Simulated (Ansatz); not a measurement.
# C2H3NSi: one structure at several levels

One table from this session's results is given with a row withheld; the runs are named, their logs left out.

Computed with Ansatz 0.2.0, Gaussian basis. Level: single points in def2-TZVPP.

Cores are frozen in the correlated methods.

## Where the work starts

7 atoms, charge 0, spin multiplicity 1.

Atoms are counted from 1 here; the program's logs count them from 0.

Bond lengths: C1–C2 1.460 Å, C1–H5 1.111 Å, C1–H6 1.134 Å, C1–H7 1.093 Å, C2–Si3 1.822 Å, C2–N4 1.265 Å, Si3–N4 1.842 Å. Angles: C2–C1–H5 100.0°, C2–C1–H6 104.8°, C2–C1–H7 108.5°, H5–C1–H6 101.8°, H5–C1–H7 117.5°, H6–C1–H7 121.5°, C1–C2–Si3 160.4°, C1–C2–N4 129.0°, Si3–C2–N4 70.7°, C2–Si3–N4 40.4°, C2–N4–Si3 68.9°.

Coordinates:

```
C    -0.23097    0.76549   -0.14511
C     0.10621   -0.64037    0.05624
Si    0.06885   -2.45447   -0.10702
N     0.95982   -1.14930    0.83915
H     0.52439    1.24250    0.51576
H     0.17086    1.01549   -1.17540
H    -1.28494    0.90888    0.10656
```

Set-up of the first run:

Input file run/in.yaml:

```yaml
crystal:
  periodic: [false, false, false]
  atoms:
    - {symbol: C, position_ang: [-0.230965, 0.765490, -0.145111]}
    - {symbol: C, position_ang: [0.106212, -0.640373, 0.056235]}
    - {symbol: Si, position_ang: [0.068848, -2.454471, -0.107025]}
    - {symbol: N, position_ang: [0.959818, -1.149303, 0.839147]}
    - {symbol: H, position_ang: [0.524389, 1.242500, 0.515758]}
    - {symbol: H, position_ang: [0.170862, 1.015491, -1.175398]}
    - {symbol: H, position_ang: [-1.284938, 0.908884, 0.106565]}
basis:
  gaussian: {orbitals: def2-TZVPP}
hamiltonian: {xc: pbe, dispersion: d4}
output: {forces: true}
```

Started as:

```console
> ansatz run in.yaml --threads 2 --pin off --events-out ev --progress --plain --max-ram 3481MiB
```

Among the steps run: PBE-D4/def2-TZVPP; r2SCAN-D4/def2-TZVPP; PBE0-D4/def2-TZVPP; wB97M-V/def2-TZVPP; CCSD(T)/def2-TZVPP.

One of the session's tables, all rows but one given; the rest of the session is left out.

| method | RMS force component (eV/Å) | angle to CCSD(T) forces (°) | dipole (D) |
| --- | --- | --- | --- |
| PBE-D4 | 0.819 | 10.4 | 1.96 |
| r2SCAN-D4 | 0.811 | 10.4 | 2.03 |
| PBE0-D4 | ? | ? | ? |
| wB97M-V | 0.837 | 19.0 | 2.01 |
| CCSD(T) | 0.878 | reference | 1.94 |

Estimate the missing values for PBE0-D4.

The run gave: RMS force component (eV/Å): 0.804; angle to CCSD(T) forces (°): 17.8; dipole (D): 2.00. In the column «RMS force component (eV/Å)» it is the lowest.
